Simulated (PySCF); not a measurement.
**BGeH3O2 (SMILES [OH][GeH]1[BH][O]1): levels of theory compared**

Wanted: a comparison of 6 runs (HF/STO-3G, HF/def2-SVP, B3LYP/6-31G*, SVWN5/aug-cc-pVDZ, M06-2X/def2-TZVP, CCSD(T)/cc-pVDZ) of BGeH3O2. Input form: a Python script.

The calculation is run with PySCF 2.14.0.

## Step 1: The molecule

The species is BGeH3O2 (7 atoms), meant as a singlet with charge 0. SMILES: `[OH][GeH]1[BH][O]1`. Geometry: relaxed at PBE0-D4/def2-TZVP. This is one conformer, not always the lowest.

Bond lengths: O1–Ge2 1.774 Å, Ge2–B3 2.048 Å, B3–O4 1.281 Å, O1–H5 0.961 Å, Ge2–H6 1.546 Å, B3–H7 1.189 Å. Angles: O1–Ge2–B3 115.8°, Ge2–B3–O4 72.5°, O1–Ge2–H6 106.5°, B3–Ge2–H6 122.8°, Ge2–O1–H5 113.2°, Ge2–B3–H7 144.8°, O4–B3–H7 142.7°. A long bond or contact: Ge2–O4 2.062 Å.

## Step 2: Energy and gradient at HF/STO-3G (run 1)

Input file calc.py:

```python
import pyscf.grad
from pyscf import gto

mol = gto.Mole()
mol.atom = [
    ('O', (-1.032900, 0.637400, -1.356400)),
    ('Ge', (0.139800, 0.694900, -0.026600)),
    ('B', (1.175000, -1.036700, 0.324400)),
    ('O', (0.025200, -1.156100, 0.875300)),
    ('H', (-1.920500, 0.890000, -1.089800)),
    ('H', (-0.518100, 1.520500, 1.103400)),
    ('H', (2.192600, -1.618000, 0.124000)),
]
mol.verbose = 4
mol.spin = 0
mol.max_memory = 1860
mol.basis = 'sto-3g'
mol.build()

mf = mol.RHF()
mf.conv_tol = 1e-10
mf.kernel()
if not mf.converged:
    mf = mf.newton().run(mf.mo_coeff, mf.mo_occ)

e_final = mf.e_tot
print('E(%s) = %.9f' % ('HF', e_final))
grad = mf.Gradients().kernel()
dip = mf.dip_moment()
pop, q = mf.mulliken_pop()
```

Started as:

```sh
$ OMP_NUM_THREADS=1 python calc.py
```

Output:

```text
PySCF version 2.14.0

[... 65 lines left out ...]
converged SCF energy = -2225.55150435043
[... 14 lines left out ...]
Dipole moment(X, Y, Z, Debye):  0.12426,  1.21472,  0.66979
[... 44 lines left out ...]
charge of    6H =     -0.03892
```

Run time: 4.8 s. Hardware: 1 thread of Intel Xeon at 2.50GHz (Skylake/Cascade Lake), shared host; peak memory 0.12 GiB.

## Step 3: Energy and gradient at HF/def2-SVP (run 2)

Input file calc.py:

```python
# [OH][GeH]1[BH][O]1
from pyscf import gto, scf

molecule = gto.M(
    atom=[
    ('O', (-1.032900, 0.637400, -1.356400)),
    ('Ge', (0.139800, 0.694900, -0.026600)),
    ('B', (1.175000, -1.036700, 0.324400)),
    ('O', (0.025200, -1.156100, 0.875300)),
    ('H', (-1.920500, 0.890000, -1.089800)),
    ('H', (-0.518100, 1.520500, 1.103400)),
    ('H', (2.192600, -1.618000, 0.124000)),
],
    spin=0,
    verbose=4,
    max_memory=1860,
    basis='def2-svp',
)

mf = scf.RHF(molecule)
mf.conv_tol = 1e-10
mf.kernel()
if not mf.converged:
    mf = mf.newton().run(mf.mo_coeff, mf.mo_occ)

e_final = mf.e_tot
print(f'total energy: {e_final:.8f} hartree')
grad = mf.nuc_grad_method().kernel()
dip = mf.dip_moment()
pop, q = mf.mulliken_pop()
```

Started as:

```sh
$ OMP_NUM_THREADS=1 python calc.py
```

Output:

```text
PySCF version 2.14.0

[... 67 lines left out ...]
converged SCF energy = -2251.1389637876
total energy: -2251.13896379 hartree
[... 13 lines left out ...]
Dipole moment(X, Y, Z, Debye):  0.63808,  1.90258,  0.36896
[... 97 lines left out ...]
charge of    6H =     -0.04677
```

Wall time 21 s (1 thread of Intel Xeon at 2.50GHz (Skylake/Cascade Lake), shared host); peak memory 0.18 GiB.

Runs 3 to 5 aren't shown in full; the table further down has their settings and results.

## Step 4: A single-point energy at CCSD(T)/cc-pVDZ (run 6)

Input file calc.py:

```python
from pyscf import gto, cc

mol = gto.M(
    atom='''
O     -1.951898     1.204511    -2.563225
Ge     0.264184     1.313171    -0.050267
B      2.220428    -1.959079     0.613027
O      0.047621    -2.184712     1.654077
H     -3.629219     1.681856    -2.059424
H     -0.979067     2.873329     2.085124
H      4.143414    -3.057577     0.234326
''',
    max_memory=1860,
    charge=0,
    verbose=4,
    unit='bohr',
    basis='cc-pvdz',
)

mf = mol.RHF()
mf.conv_tol = 1e-10
mf.kernel()
if not mf.converged:
    mf = mf.newton().run(mf.mo_coeff, mf.mo_occ)

mycc = cc.CCSD(mf, frozen=12)
mycc.kernel()
e_t = mycc.ccsd_t()
e_tot = mycc.e_tot + e_t
print(f'total energy: {e_tot:.8f} hartree')
dip = mf.dip_moment()
pop, q = mf.mulliken_pop()
```

Started as:

```sh
$ OMP_NUM_THREADS=1 python calc.py
```

Output:

```text
PySCF version 2.14.0

[... 65 lines left out ...]
converged SCF energy = -2251.51895328179
[... 12 lines left out ...]
Init t2, MP2 energy = -2252.09160642876  E_corr(MP2) -0.572653146964592
[... 14 lines left out ...]
CCSD converged
[... 2 lines left out ...]
total energy: -2252.13455507 hartree
Dipole moment(X, Y, Z, Debye):  0.64946,  1.77441,  0.37194
[... 92 lines left out ...]
charge of    6H =     -0.04350
```

It took 42 s on 1 thread of Intel Xeon at 2.50GHz (Skylake/Cascade Lake), shared host; peak memory 0.39 GiB.

## Step 5: All runs side by side

| run | level | Cartesian functions | integration grid | energy (Eh) | dipole moment (D) of the reference | HOMO energy (eV) | LUMO energy (eV) | wall time |
| --- | --- | --- | --- | --- | --- | --- | --- | --- |
| 1 | HF/STO-3G | no | – | -2225.551504 | 1.39 | -6.51 | 6.63 | 4.8 s |
| 2 | HF/def2-SVP | no | – | -2251.138964 | 2.04 | -9.58 | 2.02 | 21 s |
| 3 | B3LYP/6-31G* (Cartesian functions) | yes | 5 | -2253.897590 | 1.40 | -6.78 | -1.25 | 65 s |
| 4 | SVWN5/aug-cc-pVDZ | no | 5 | -2249.624486 | 1.38 | -6.23 | -2.31 | 1.8 min |
| 5 | M06-2X/def2-TZVP | no | 5 | -2254.155203 | 1.69 | -8.13 | -0.42 | 4 min |
| 6 | CCSD(T)/cc-pVDZ | no | – | -2252.134555 | 1.93 | -9.50 | 2.10 | 42 s |

## Step 6: Summary of results

| quantity | value |
| --- | --- |
| run 6: total energy | -2252.13456 Eh |
| run 6: dipole moment (Hartree–Fock density) | 1.93 D |
| run 6: HOMO energy (Hartree–Fock orbitals) | -9.50 eV |
| run 6: LUMO energy (Hartree–Fock orbitals) | 2.10 eV |
| run 6: HOMO–LUMO gap (Hartree–Fock orbitals) | 11.60 eV |
| run 6: correlation energy (12 core orbitals frozen) | -615.6 mEh |
| run 6: (T) correction | -19.92 mEh |
| run 6: T1 diagnostic | 0.017 |

Over runs 1, 2, 3, 4, 5 the dipole moment (its size) runs from 1.38 D (SVWN5/aug-cc-pVDZ) to 2.04 D (HF/def2-SVP). The two ends differ in method and basis. Over runs 1, 2, 3, 4, 5 the HOMO–LUMO gap runs from 3.92 eV (SVWN5/aug-cc-pVDZ) to 13.15 eV (HF/STO-3G). Totals of different functionals can't be ranked against each other. In run 1 the basis is minimal, so the values are rough. All runs together took 8 min, the longest 4 min.
